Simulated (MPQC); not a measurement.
**AlHBr (SMILES [AlH][Br]): levels of theory compared**

We compute a comparison of 5 runs (UHF/STO-3G, UHF/3-21G, UHF/def2-SVP, UB3LYP/6-31G**, UPBE0/def2-SVP) of AlHBr. 

The calculation is run with MPQC 2.3.1.

## 1. The molecule

AlHBr has 3 atoms, charge 0, and is taken as a doublet. SMILES: `[AlH][Br]`. The shape is that of a PBE0-D4/def2-TZVP optimisation.

Bond lengths: Al1–Br2 2.275 Å, Al1–H3 1.602 Å. Angles: Br2–Al1–H3 115.7°.

## 2. Energy and gradient at UHF/STO-3G (run 1)

Input file mol.in:

```
% emacs should use -*- KeyVal -*- mode
molecule<Molecule>: (
   symmetry = c1
   unit = bohr
   { atoms geometry } = {
      Al [ -0.56068174  -1.18674801  -0.45183352 ]
      Br [ 2.99427104   0.01625164   1.64614043 ]
      H  [ -2.45456526   1.04804211  -1.21944027 ]
   }
)
basis<GaussianBasisSet>: (
   name = "STO-3G"
   molecule = $:molecule
   basisdir = "."
   puream = yes
)
mpqc: (
   checkpoint = no
   savestate = no
   restart = no
   do_energy = yes
   do_gradient = yes
   optimize = no
   mole<UHF>: (
      molecule = $:molecule
      basis = $:basis
      total_charge = 0
      multiplicity = 2
      memory = 1000000000
      print_evals = yes
      maxiter = 120
      value_accuracy = 1e-08
      guess_wavefunction<UHF>: (
         molecule = $:molecule
         total_charge = 0
         multiplicity = 2
         memory = 1000000000
         value_accuracy = 1e-3
         basis<GaussianBasisSet>: (
            name = "STO-3G"
            molecule = $:molecule
         )
      )
   )
)
```

The basis set STO-3G is read from a file made from the Basis Set Exchange's data (not shown).

Command:

```console
$ mpqc mol.in > mol.out
```

The program printed:

```text
MPQC: Massively Parallel Quantum Chemistry
[...]
  <S^2>      = 0.758604
  total scf energy = -2784.2669695419
[...]
Value of the MolecularEnergy: -2784.2669695419
  Gradient of the MolecularEnergy:
      1    0.0122668766
      2   -0.0285176624
      3    0.0032623624
      4    0.0152871216
      5    0.0019861339
      6    0.0086337848
      7   -0.0275539982
      8    0.0265315285
      9   -0.0118961472
  Function Parameters:
    value_accuracy    = 3.359981e-09 (1.000000e-08) (computed)
[...]
      symmetry = c1
[...]
      nbasis = 28
[...]
    nalpha = 25
    nbeta = 24
[...]
```

Run time: 0.34 s. Hardware: 1 thread of Arm Neoverse V2, shared host.

## 3. Energy and forces at UHF/3-21G (run 2)

Input file input.in:

```
% emacs should use -*- KeyVal -*- mode
molecule<Molecule>: (
    symmetry = c1
    unit = angstrom
    { atoms geometry } = {
        Al [ -0.296700      -0.628000      -0.239100 ]
        Br [ 1.584500       0.008600       0.871100 ]
        H  [ -1.298900       0.554600      -0.645300 ]
    }
)
basis<GaussianBasisSet>: (
    name = "3-21G"
    molecule = $:molecule
    basisdir = "."
    puream = yes
)
mpqc: (
    checkpoint = no
    savestate = no
    restart = no
    do_energy = yes
    do_gradient = yes
    optimize = no
    mole<UHF>: (
        molecule = $:molecule
        basis = $:basis
        total_charge = 0
        multiplicity = 2
        memory = 1000000000
        print_evals = yes
        maxiter = 120
        value_accuracy = 1e-08
        guess_wavefunction<ExtendedHuckelWfn>: (
            molecule = $:molecule
            total_charge = 0
            multiplicity = 2
            basis<GaussianBasisSet>: (
                name = "STO-3G"
                molecule = $:molecule
            )
        )
    )
)
```

The basis set 3-21G is read from a file made from the Basis Set Exchange's data (not shown).

Command:

```console
$ mpqc -o input.out input.in
```

The program printed:

```text
MPQC: Massively Parallel Quantum Chemistry
[...]
  USCF::init: total charge = 0
[...]
  iter     1 energy = -2624.6990035032 delta = 3.74456e-01
[...]
  <S^2>      = 0.755461
  total scf energy = -2801.2379052651
[...]
Value of the MolecularEnergy: -2801.2379052651
  Gradient of the MolecularEnergy:
      1    0.0183132318
      2    0.0068621253
      3    0.0108885937
      4   -0.0193230671
      5   -0.0062370991
      6   -0.0113668629
      7    0.0010098353
      8   -0.0006250262
      9    0.0004782691
  Function Parameters:
    value_accuracy    = 3.232240e-09 (1.000000e-08) (computed)
[...]
      symmetry = c1
[...]
      nbasis = 37
[...]
    nalpha = 25
    nbeta = 24
[...]
```

Wall time 0.75 s (1 thread of Arm Neoverse V2, shared host).

## 4. Energy and gradient at UHF/def2-SVP (run 3)

Input file input.in:

```
% AlBrH
molecule<Molecule>: (
  symmetry = c1
  unit = bohr
  { atoms geometry } = {
    Al [ -0.56068174  -1.18674801  -0.45183352 ]
    Br [ 2.99427104   0.01625164   1.64614043 ]
    H  [ -2.45456526   1.04804211  -1.21944027 ]
  }
)
basis<GaussianBasisSet>: (
  name = "def2-SVP"
  molecule = $:molecule
  basisdir = "."
  puream = yes
)
mpqc: (
  checkpoint = no
  savestate = no
  restart = no
  do_energy = yes
  do_gradient = yes
  optimize = no
  mole<UHF>: (
    molecule = $:molecule
    basis = $:basis
    total_charge = 0
    multiplicity = 2
    memory = 1000000000
    print_evals = yes
    maxiter = 120
    value_accuracy = 1e-08
    guess_wavefunction<ExtendedHuckelWfn>: (
      molecule = $:molecule
      total_charge = 0
      multiplicity = 2
      basis<GaussianBasisSet>: (
        name = "STO-3G"
        molecule = $:molecule
      )
    )
  )
)
```

The basis set def2-SVP is read from a file made from the Basis Set Exchange's data (not shown).

Command:

```console
$ mpqc input.in > input.out
```

The program printed:

```text
MPQC: Massively Parallel Quantum Chemistry
[...]
  USCF::init: total charge = 0
[...]
  iter     1 energy = -2636.9526813492 delta = 2.49912e-01
[...]
  <S^2>      = 0.755832
  total scf energy = -2814.5558274903
[...]
Value of the MolecularEnergy: -2814.5558274903
  Gradient of the MolecularEnergy:
      1    0.0042993173
      2   -0.0032927506
      3    0.0019592980
      4   -0.0021683072
      5   -0.0002082539
      6   -0.0012156643
      7   -0.0021310101
      8    0.0035010045
      9   -0.0007436337
  Function Parameters:
    value_accuracy    = 7.182531e-09 (1.000000e-08) (computed)
[...]
      symmetry = c1
[...]
      nbasis = 55
[...]
    nalpha = 25
    nbeta = 24
[...]
```

Wall time 3.6 s (1 thread of Arm Neoverse V2, shared host); peak memory 0.19 GiB.

Run 4 isn't shown in full; the table further down has it.

## 5. Energy and forces at UPBE0/def2-SVP (run 5)

Input file mol.in:

```
molecule<Molecule>: (
   symmetry = c1
   unit = angstrom
   { atoms geometry } = {
      Al [ -0.296700      -0.628000      -0.239100 ]
      Br [ 1.584500       0.008600       0.871100 ]
      H  [ -1.298900       0.554600      -0.645300 ]
   }
)
basis<GaussianBasisSet>: (
   name = "def2-SVP"
   molecule = $:molecule
   basisdir = "."
   puream = yes
)
mpqc: (
   checkpoint = no
   savestate = no
   restart = no
   do_energy = yes
   do_gradient = yes
   optimize = no
   mole<UKS>: (
      molecule = $:molecule
      basis = $:basis
      total_charge = 0
      multiplicity = 2
      memory = 1000000000
      print_evals = yes
      maxiter = 120
      value_accuracy = 1e-08
      functional<SumDenFunctional>: (
         a0 = 0.25
         coefs = [ 0.75 1 ]
         funcs: [ <PBEXFunctional>: () <PBECFunctional>: () ]
      )
      integrator<RadialAngularIntegrator>: ( grid = xfine )
      guess_wavefunction<UHF>: (
         molecule = $:molecule
         total_charge = 0
         multiplicity = 2
         memory = 1000000000
         value_accuracy = 1e-3
         basis<GaussianBasisSet>: (
            name = "3-21G"
            molecule = $:molecule
         )
      )
   )
)
```

The basis set def2-SVP is read from a file made from the Basis Set Exchange's data (not shown).

Command:

```console
$ mpqc -o mol.out mol.in
```

The program printed:

```text
MPQC: Massively Parallel Quantum Chemistry
[...]
  WARNING: BeckeIntegrationWeight usually uses the atomic maximum
           probability radius, however this is not available for
[...]
  Integrated electron density error = -0.000190264859
  iter     1 energy = -2815.9650005221 delta = 2.65042e-01
[...]
  Integrated electron density error = -0.000000613987
  iter    80 energy = -2816.3961658476 delta = 1.97741e-08
  Integrated electron density error = -0.000000613987
  iter    81 energy = -2816.3961658473 delta = 1.51120e-08
  Integrated electron density error = -0.000000613986
  iter    82 energy = -2816.3961658473 delta = 1.16254e-08
[...]
  <S^2>      = 0.752702
  total scf energy = -2816.3961658473
[...]
  Integrated electron density error = -0.000000615947
  Total Gradient:
[...]
Value of the MolecularEnergy: -2816.3961658473
  Gradient of the MolecularEnergy:
      1   -0.0004494575
      2    0.0006096057
      3   -0.0001612946
      4   -0.0004218195
      5    0.0000554634
      6   -0.0002362536
      7    0.0008712770
      8   -0.0006650691
      9    0.0003975483
  Unrestricted Kohn-Sham (UKS) Parameters:
    Function Parameters:
[...]
        symmetry = c1
[...]
        nbasis = 55
[...]
      nalpha = 25
      nbeta = 24
[...]
```

Run time: 64 s. Hardware: 1 thread of Arm Neoverse V2, shared host; peak memory 0.42 GiB.

## 6. The series

```
run                                 level  starting guess  integration grid   energy (Eh)   ⟨S²⟩  largest force (eV/Å)  wall time
  1                            UHF/STO-3G          STO-3G                 –  -2784.266970  0.759                 2.060     0.34 s
  2                             UHF/3-21G   huckel STO-3G                 –  -2801.237905  0.755                 1.197     0.75 s
  3                          UHF/def2-SVP   huckel STO-3G                 –  -2814.555827  0.756                 0.296      3.6 s
  4  UB3LYP/6-31G** (spherical functions)          STO-3G             xfine  -2816.924706  0.753                 0.283       71 s
  5                        UPBE0/def2-SVP           3-21G             xfine  -2816.396166  0.753                 0.060       64 s
```

## 7. Results

```
                       quantity           value
            run 5: total energy  -2816.39617 Eh
                    run 5: ⟨S²⟩           0.753
run 5: largest force on an atom      0.060 eV/Å
```

In words: Totals of different functionals can't be ranked against each other. In run 1 the basis is minimal, so the values are rough. All runs together took 2.3 min, the longest 71 s.
